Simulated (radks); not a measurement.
# Taking charge from the 5p level of Tm in fractions

An exercise on one series of results from a longer session: the logs are not shown, and one member is left open.

Program: radks (a radial shooting solver on a logarithmic mesh, Libxc functionals) version 1. Level of theory: Dirac Kohn-Sham, PBE, spin-unpolarised, spherical densities, point nucleus; open shells fill j = l - 1/2 first. These are calculated values, not measurements, unless marked.

## Starting point

- element: thulium (Z = 69)
- charge: 0
- electrons: 69
- configuration: [Kr] 4d10 4f13 5s2 5p(1/2: 2, 3/2: 4) 6s2

A shell typed twice in an input gives the lower j, then the higher j.

Set-up of the first run:

The run's settings:

```text
Z 69
configuration [Kr] 4d10 4f13 5s2 5p2 5p4 6s2
relativity Dirac
functional pbe,pbe
spin unpolarised
j_filling energy
nucleus point
c 137.035999084
```

Among the steps run: Start: [Kr] 4d10 4f13 5s2 5p(1/2: 2, 3/2: 4) 6s2.

One of the session's tables, all rows but one given; the rest of the session is left out.

It belongs to the step «Start: [Kr] 4d10 4f13 5s2 5p(1/2: 2, 3/2: 4) 6s2». From the orbitals of this run (lengths in bohr):

| level | <r> | outermost maximum (interpolated) | 90 % within | nodes |
| --- | --- | --- | --- | --- |
| 4d3/2 | ? | ? | ? | ? |
| 4d5/2 | 0.5765 | 0.505 | 0.867 | 1 |
| 5s1/2 | 1.231 | 1.09 | 1.78 | 4 |
| 5p1/2 | 1.394 | 1.19 | 2.06 | 3 |
| 5p3/2 | 1.511 | 1.28 | 2.24 | 3 |
| 6s1/2 | 3.972 | 3.33 | 5.93 | 5 |
| 4f5/2 | 0.7989 | 0.493 | 1.40 | 0 |
| 4f7/2 | 0.8243 | 0.499 | 1.45 | 0 |

**Question.** Estimate the row for 4d3/2.

As computed: <r>: 0.5651; outermost maximum (interpolated): 0.496; 90 % within: 0.850; nodes: 1. In the column «<r>» it is the lowest.
